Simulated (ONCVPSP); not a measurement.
# Pseudopotential generation for Al: ONCV, PBE

Task: generate the file, and judge it by its errors in other configurations, its logarithmic derivatives, its ghosts and its cutoff.

Program: ONCVPSP 4.0.1. Reference atom: PBE, scalar-relativistic, spherical and spin-unpolarised. All values are calculated.

### Step 1. The design

The settings as typed:

| Item | Value |
| --- | --- |
| element | aluminium (Al, Z = 13) |
| type | optimised norm-conserving Vanderbilt (ONCV) |
| frozen core | [Ne] |
| valence charge | 3 |
| reference configuration | 3s1 (charge +2) |
| partial waves | 3s: rc 1.70 bohr, ncon 4, nbas 7, qcut 3.8 1/bohr, 2 projectors, debl 0.7 Ha; p scattering state at 0.19 Ha: rc 1.75 bohr, ncon 4, nbas 8, qcut 5.1 1/bohr, 2 projectors, debl 0.4 Ha; d scattering state at 0.31 Ha: rc 1.75 bohr, ncon 4, nbas 8, qcut 5.9 1/bohr, 2 projectors, debl 3.5 Ha |
| local potential | polynomial inside 1.55 bohr (lpopt 1, dvloc0 6 Ha) |
| core correction | not asked for |

### Step 2. The generation run

Al.dat reads:

```
# ATOM AND REFERENCE CONFIGURATION
# atsym  z   nc   nv     iexc    psfile
  Al 13.00    3    1        4      upf
#
#   n    l    f
    1    0    2.00
    2    0    2.00
    2    1    6.00
    3    0    1.00
#
# PSEUDOPOTENTIAL AND OPTIMIZATION
# lmax
    2
#
#   l,   rc,      ep,       ncon, nbas, qcut
    0    1.70    0.00    4    7    3.80
    1    1.75    0.19    4    8    5.10
    2    1.75    0.31    4    8    5.90
#
# LOCAL POTENTIAL
# lloc, lpopt,  rc(5),   dvloc0
    4    1    1.55    6.00
#
# VANDERBILT-KLEINMAN-BYLANDER PROJECTORs
# l, nproj, debl
    0    2    0.70
    1    2    0.40
    2    2    3.50
#
# MODEL CORE CHARGE
# icmod, fcfact, rcfact
    0    0.00    0.00
#
# LOG DERIVATIVE ANALYSIS
# epsh1, epsh2, depsh
   -2.00    5.00    0.02
#
# OUTPUT GRID
# rlmax, drl
    6.00    0.01
#
# TEST CONFIGURATIONS
# ncnf
    4
# nvcnf
#   n    l    f
    2
    3    0    2.00
    3    1    1.00
#
    1
    3    0    2.00
#
    2
    3    0    2.00
    3    1    0.50
#
    2
    3    0    0.00
    3    1    3.00
#
```

Command:

```sh
$ oncvpsp.x < Al.dat > Al.out
```

**Question.** What will these runs give? Wanted: cutoffs for 1 and 0.1 mHa per electron, occupied waves; bound ghosts; GHOST(+) flags; largest test error; largest phase difference near zero energy, channels read; projector energies reset by the program.

The runs gave:

```
                                                quantity                                                                              value
  cutoffs for 1 and 0.1 mHa per electron, occupied waves                                                                   6.3 Ha and 11 Ha
                                            bound ghosts                                                                      d at -7.98 eV
                                          GHOST(+) flags  p at 657 eV, p at 1050 eV, p at 1687 eV (1 near or above the test basis's cutoff)
                            largest test error (AE − PS)                                           +48 meV, for 3s2 3p0.5 (1 test unsolved)
largest phase difference near zero energy, channels read                                                                          3.142 rad
                 projector energies reset by the program                                            s: -0.873, 0.250 Ha; p: 0.050, 0.450 Ha
```

**Reading.** It has a bound ghost (d), a state that the atom doesn't have, and that rules the file out. The worst unpolarised test, 3s2 3p0.5, is off by 48 meV on 22.9 eV; by total energies transferability rates as fair where solved. Of the tests 1 gave no usable energy difference, which is a warning in itself. It counts as soft on the atom at that tolerance, with 6.3 Ha needed at the looser tolerance. That counts occupied waves only; other projectors can need more. Near zero energy the largest phase difference among the channels read is 3.14 rad, in the d channel. A step near π is an extra or missing state, not a misfit of shape. The pseudo curves have a pole with no partner nearby in the atom's: d at -0.29 Ha. The program also flags highly localised states, GHOST(+) (p). These are tests on the free atom; a crystal test is still owed.
